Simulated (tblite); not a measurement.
# C2H13FSSi4: the cost of one run

Programs: tblite 0.8.0 and PySCF 2.14.0, with density-fitted response routines of our own. Each step states its level of theory. These are calculated values for one molecule in the gas phase, unless marked as measured. Atoms are numbered from 0 throughout.

**1. The starting structure**

21 atoms, charge 0, multiplicity 1; geometry from: force field or distance geometry start.

Bonds of the start (Å): F0–C1 1.37, C1–Si2 1.85, C1–C3 1.53, C3–Si4 1.88, Si4–Si5 2.32, Si5–S6 2.15, S6–Si7 2.14, C1–H8 1.10, Si2–H9 1.49, Si2–H10 1.49, Si2–H11 1.50, C3–H12 1.08, C3–H13 1.10, Si4–H14 1.48, Si4–H15 1.49, Si5–H16 1.49, Si5–H17 1.49, Si7–H18 1.48, Si7–H19 1.48, Si7–H20 1.49.

**2. Optimising the geometry with GFN2-xTB**

Job settings and geometry (Å):

```
{"job": {"kind": "relax", "xc": "GFN2-xTB", "basis": "xTB"}, "charge": 0, "multiplicity": 1}
F     -0.851600     1.283000    -1.216800
C     -1.797200     0.863300    -0.320800
Si    -3.460800     1.423000    -0.914500
C     -1.622500    -0.647400    -0.158100
Si    -0.003700    -1.193900     0.632200
Si     1.762800    -0.778300    -0.810400
S      3.609600    -1.618300    -0.104400
Si     4.030900    -0.099000     1.348800
H     -1.571800     1.370100     0.633400
H     -3.523800     2.905100    -1.052600
H     -3.807900     0.799600    -2.226800
H     -4.521700     1.023000     0.060400
H     -1.714900    -1.143200    -1.117400
H     -2.425800    -1.053000     0.474400
H     -0.090300    -2.635800     0.939000
H      0.174400    -0.467400     1.925600
H      1.964300     0.680800    -1.028100
H      1.474100    -1.418900    -2.118700
H      5.270800    -0.453900     2.070800
H      4.197900     1.203700     0.669200
H      2.898400    -0.025500     2.314400
```

Run with:

```console
$ OMP_NUM_THREADS=1 python probes_run.py task.json out
```

One launch serves the whole session: the jobs run in the order shown.

Q: Estimate the wall time of this first job on 1 thread of Arm Neoverse V1, shared host.

About 2.6 s.
